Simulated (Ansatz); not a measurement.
**HSE06/cc-pVDZ run of CH4F2Si (SMILES C[SiH](F)F)**

What is the electronic atomisation energy of CH4F2Si at HSE06/cc-pVDZ? 

The results are computed with Ansatz 0.2.0.

61 further runs of the same task are left out: 1 that didn't finish, 60 set aside as unsound or not needed.

## Step 1: Starting point

The species is CH4F2Si (8 atoms), meant as a singlet with charge 0. As SMILES, `C[SiH](F)F`. The shape is that of a PBE0-D4/def2-TZVP optimisation.

Bond lengths: C1–Si2 1.840 Å, Si2–F3 1.591 Å, Si2–F4 1.591 Å, C1–H5 1.092 Å, C1–H6 1.093 Å, C1–H7 1.093 Å, Si2–H8 1.477 Å. Some angles: C1–Si2–F3 109.8°, C1–Si2–F4 109.8°, F3–Si2–F4 106.8°, C1–Si2–H8 114.8°, F3–Si2–H8 107.6°, F4–Si2–H8 107.6°, Si2–C1–H5 110.7°, Si2–C1–H6 110.6°, Si2–C1–H7 110.6°, H5–C1–H6 108.3°.

## Step 2: The energy at HSE06/cc-pVDZ

Contents of in.yaml:

```yaml
basis:
  gaussian:
    orbitals: cc-pVDZ
crystal:
  periodic: [false, false, false]
  atoms:
    - {symbol: C, position_ang: [-0.387100, 0.881700, -0.174700]}
    - {symbol: Si, position_ang: [0.329300, -0.775200, 0.180600]}
    - {symbol: F, position_ang: [1.916300, -0.678300, 0.226700]}
    - {symbol: F, position_ang: [-0.035400, -1.783900, -0.994000]}
    - {symbol: H, position_ang: [-0.013400, 1.269000, -1.125400]}
    - {symbol: H, position_ang: [-0.122700, 1.591000, 0.613300]}
    - {symbol: H, position_ang: [-1.476800, 0.824400, -0.231400]}
    - {symbol: H, position_ang: [-0.118100, -1.385700, 1.449000]}
hamiltonian:
  xc: hse06
accuracy: high
output: {orbitals: {seedname: orbitals}}
```

On the command line:

```console
$ ansatz run in.yaml --threads 1 --pin off --max-ram 3480MiB --events-out events.jsonl --progress --plain --runs-dir runs
```

Standard output:

```text
Warning: RAYON_NUM_THREADS=1 ignored (pool sized by the plan → 1); use --threads N
Functional definition: HSE06
  name "HSE06"
  parameter a = 0.25
  parameter omega = 0.11/bohr
  exchange = pbe_x - a*pbe_x_sr(omega) + a*exact_x_sr(omega)
  correlation = pbe_c
1820 factors; integrals over basis functions are off by at most 3.9e-9 eV
87 factors; integrals over basis functions are off by at most 1.2e-9 eV
mean field evaluation 1: about -14400.9688 eV, gradient 5.4e1 eV
mean field evaluation 2: about -14398.1709 eV, gradient 6.5e1 eV
mean field evaluation 4: about -14406.5470 eV, gradient 2.2e0 eV
mean field evaluation 8: about -14406.7151 eV, gradient 1.6e-1 eV
mean field evaluation 16: about -14406.7152 eV, gradient 3.2e-5 eV
mean field -14406.71520325 eV, -529.4370184972 hartree, gradient 5.9e-8 eV, S^2 0.000000; 0 other end points of the search recorded, 0 dependent functions left out
reference -14406.71520637 eV, -529.4370186116 hartree; 21, 21 occupied and 59, 59 virtual orbitals, 1820 factors
Total energy: -14406.71520637 eV, -529.4370186116 hartree
```

Run time: 7.8 s. Hardware: 1 thread of Arm Neoverse V1, shared host; peak memory 0.26 GiB.

## Step 3: The C atom, same level

Contents of input.yaml:

```yaml
crystal:
  periodic: [false, false, false]
  atoms:
    - {symbol: C, position_ang: [0.000000, 0.000000, 0.000000]}
basis:
  gaussian:
    orbitals: cc-pVDZ
total_charge: 0
magnetization:
  spin_polarized: true
  initial_magnetization: 2
hamiltonian:
  xc: {name: HSE06}
accuracy: high
```

Run the same way, it converges to -37.79669 Eh (log not shown).

## Step 4: The F atom at the same level

Contents of run.yaml:

```yaml
crystal:
  periodic: [false, false, false]
  atoms:
    - {symbol: F, position_ang: [0.000000, 0.000000, 0.000000]}
basis:
  gaussian:
    orbitals: cc-pVDZ
magnetization:
  spin_polarized: true
  initial_magnetization: 1
hamiltonian:
  xc: hse06
accuracy: high
```

Run the same way, it converges to -99.63182 Eh (log not shown).

## Step 5: The H atom, same level

Contents of in.yaml:

```yaml
basis:
  gaussian: {orbitals: cc-pVDZ}
crystal:
  periodic: [false, false, false]
  atoms:
    - {symbol: H, position_ang: [0.000000, 0.000000, 0.000000]}
magnetization: {spin_polarized: true, initial_magnetization: 1}
hamiltonian: {xc: hse06}
accuracy: high
```

Run the same way, it converges to -0.50000 Eh (log not shown).

## Step 6: The Si atom at the same level

Contents of in.yaml:

```yaml
crystal:
  periodic: [false, false, false]
  atoms:
    - symbol: Si
      position_ang: [0.000000, 0.000000, 0.000000]
basis:
  gaussian:
    orbitals: cc-pVDZ
magnetization:
  spin_polarized: true
  initial_magnetization: 2
hamiltonian:
  xc: hse06
accuracy: high
```

Run the same way, it converges to -289.24089 Eh (log not shown).

## Step 7: What came out

Level: HSE06/cc-pVDZ.

```
                     quantity          value
       molecule: total energy  -529.43702 Eh
        molecule: HOMO energy       -8.84 eV
        molecule: LUMO energy        1.21 eV
      molecule: HOMO–LUMO gap       10.06 eV
         C atom: total energy   -37.79669 Eh
                 C atom: ⟨S²⟩          2.003
         F atom: total energy   -99.63182 Eh
                 F atom: ⟨S²⟩          0.751
         H atom: total energy    -0.50000 Eh
                 H atom: ⟨S²⟩          0.750
        Si atom: total energy  -289.24089 Eh
                Si atom: ⟨S²⟩          2.004
electronic atomisation energy      30.906 eV
```

**Reading.** Taking the molecule apart into free atoms costs 30.91 eV (713 kcal/mol), before zero-point energy and without spin-orbit coupling.
